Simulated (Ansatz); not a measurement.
# C₅H₁₁NO: vertical ionisation energy

The task here is to estimate one member of a computed series from the others.

The runs use Ansatz 0.2.0, Gaussian basis; unrestricted cation, the program's frozen cores in correlated methods.

Plan: UKS PBE-D4/def2-TZVPP; UKS r2SCAN-D4/def2-TZVPP; UKS PBE0-D4/def2-TZVPP; UKS B3LYP-D4/def2-TZVPP; UKS wB97X-V/def2-TZVPP; UKS wB97M-V/def2-TZVPP; UKS B2PLYP/def2-TZVPP; UHF-CCSD(T)/def2-TZVPP; UHF-MP2/def2-QZVPP; extrapolation to the limit; then −ε(HOMO) from the neutral's earlier runs with LDA (SPW92), PBE-D4, revPBE-D4, BLYP-D4, r2SCAN-D4, B97M-V, PBE0-D4, B3LYP-D4, r2SCANh-D4, r2SCAN0-D4, HSE06-D4, BHLYP-D4, CAM-B3LYP-D4, LC-ωPBE, ωB97X-V, ωB97M-V.

**The relaxed structure**

The geometry comes from an earlier relaxation with PBE0-D4 in a triple-zeta def2 set; it is a stationary point, not always the lowest conformer.

SMILES `CCC(=O)N(C)C`, 18 atoms, charge 0, spin multiplicity 1.

Atoms are counted from 1 here; the program's logs count them from 0.

Bond lengths: C1–C2 1.525 Å, C1–H8 1.092 Å, C1–H9 1.093 Å, C1–H10 1.092 Å, C2–C3 1.515 Å, C2–H11 1.093 Å, C2–H12 1.090 Å, C3–O4 1.219 Å, C3–N5 1.364 Å, N5–C6 1.442 Å, N5–C7 1.438 Å, C6–H13 1.096 Å, C6–H14 1.087 Å, C6–H15 1.095 Å, C7–H16 1.096 Å, C7–H17 1.097 Å, C7–H18 1.086 Å. Angles: C2–C1–H8 110.2°, C2–C1–H9 112.0°, C2–C1–H10 110.8°, H8–C1–H9 107.8°, H8–C1–H10 108.0°, H9–C1–H10 107.8°, C1–C2–C3 111.6°, C1–C2–H11 110.8°, C1–C2–H12 109.7°, C3–C2–H11 112.1°, C3–C2–H12 105.0°, H11–C2–H12 107.3°, C2–C3–O4 119.9°, C2–C3–N5 118.3°, O4–C3–N5 121.7°, C3–N5–C6 119.1°, C3–N5–C7 125.7°, C6–N5–C7 115.1° and more.

As a file:

```xyz
18

C     2.0724   -0.9532    0.0975
C     0.6782   -1.4716   -0.2381
C    -0.1697   -0.4057   -0.9014
O    -0.2445   -0.3577   -2.1172
N    -0.8066    0.5018   -0.1074
C    -1.5819    1.5501   -0.7231
C    -0.7318    0.5605    1.3275
H     2.5539   -0.5571   -0.7987
H     2.0444   -0.1540    0.8421
H     2.6992   -1.7555    0.4917
H     0.1951   -1.8892    0.6484
H     0.7513   -2.2725   -0.9740
H    -1.1528    2.5327   -0.4975
H    -1.5820    1.3960   -1.7991
H    -2.6109    1.5324   -0.3491
H    -1.7345    0.5056    1.7664
H    -0.2774    1.5039    1.6531
H    -0.1398   -0.2553    1.7306
```

Set-up of the first run:

Contents of in.yaml:

```yaml
crystal:
  periodic: [false, false, false]
  atoms:
    - {symbol: C, position_ang: [2.072379, -0.953178, 0.097485]}
    - {symbol: C, position_ang: [0.678171, -1.471614, -0.238119]}
    - {symbol: C, position_ang: [-0.169670, -0.405699, -0.901404]}
    - {symbol: O, position_ang: [-0.244528, -0.357747, -2.117193]}
    - {symbol: N, position_ang: [-0.806600, 0.501769, -0.107358]}
    - {symbol: C, position_ang: [-1.581890, 1.550074, -0.723082]}
    - {symbol: C, position_ang: [-0.731798, 0.560491, 1.327464]}
    - {symbol: H, position_ang: [2.553874, -0.557096, -0.798683]}
    - {symbol: H, position_ang: [2.044372, -0.153985, 0.842053]}
    - {symbol: H, position_ang: [2.699197, -1.755503, 0.491718]}
    - {symbol: H, position_ang: [0.195091, -1.889204, 0.648446]}
    - {symbol: H, position_ang: [0.751316, -2.272452, -0.973957]}
    - {symbol: H, position_ang: [-1.152837, 2.532739, -0.497487]}
    - {symbol: H, position_ang: [-1.581995, 1.396004, -1.799067]}
    - {symbol: H, position_ang: [-2.610898, 1.532404, -0.349125]}
    - {symbol: H, position_ang: [-1.734465, 0.505643, 1.766442]}
    - {symbol: H, position_ang: [-0.277446, 1.503932, 1.653104]}
    - {symbol: H, position_ang: [-0.139771, -0.255281, 1.730564]}
basis:
  gaussian: {orbitals: def2-TZVPP}
total_charge: 1
magnetization: {spin_polarized: true, initial_magnetization: 1}
hamiltonian: {xc: pbe, dispersion: d4}
```

Run with:

```bash
ansatz run in.yaml --threads 2 --pin off --events-out ev --progress --plain --max-ram 32768MiB --backend cuda --devices 0, --max-vram 18GiB
```

Among the steps run: Cation, UKS PBE-D4/def2-TZVPP; Cation, UKS r2SCAN-D4/def2-TZVPP; Cation, UKS PBE0-D4/def2-TZVPP; Cation, UKS B3LYP-D4/def2-TZVPP; Cation, UKS wB97X-V/def2-TZVPP; Cation, UKS wB97M-V/def2-TZVPP; Cation, UKS B2PLYP (frozen core)/def2-TZVPP; Cation, UHF-CCSD(T)/def2-TZVPP; Cation, UHF-MP2/def2-QZVPP.

One of the session's tables, all rows but one given; the rest of the session is left out.

It belongs to the step «Ionisation energies side by side». Orbital estimates, from the neutral's runs:

| functional | −ε(HOMO) (eV) |
| --- | --- |
| LDA (SPW92) | 5.60 |
| PBE-D4 | 5.41 |
| revPBE-D4 | 5.34 |
| BLYP-D4 | 5.31 |
| r2SCAN-D4 | 5.72 |
| B97M-V | 5.89 |
| PBE0-D4 | 6.89 |
| B3LYP-D4 | 6.68 |
| r2SCANh-D4 | 6.30 |
| r2SCAN0-D4 | 7.06 |
| HSE06-D4 | 6.48 |
| BHLYP-D4 | ? |
| CAM-B3LYP-D4 | 8.25 |
| LC-ωPBE | 9.55 |
| ωB97X-V | 9.22 |
| ωB97M-V | 9.15 |

**Question.** Estimate the row for BHLYP-D4.

Worked estimate for «−ε(HOMO) (eV)». Against the share of exact exchange, BLYP-D4 (0, 5.31), B3LYP-D4 (0.2, 6.68) give a slope of 6.85 per unit share; at 0.5 the line stands at 8.73.

The run gave: −ε(HOMO) (eV): 8.12. In «−ε(HOMO) (eV)» the line misses by +0.61.

To keep in mind: The cation may have settled in a state other than its lowest; no search over hole states beyond the program's own was made.
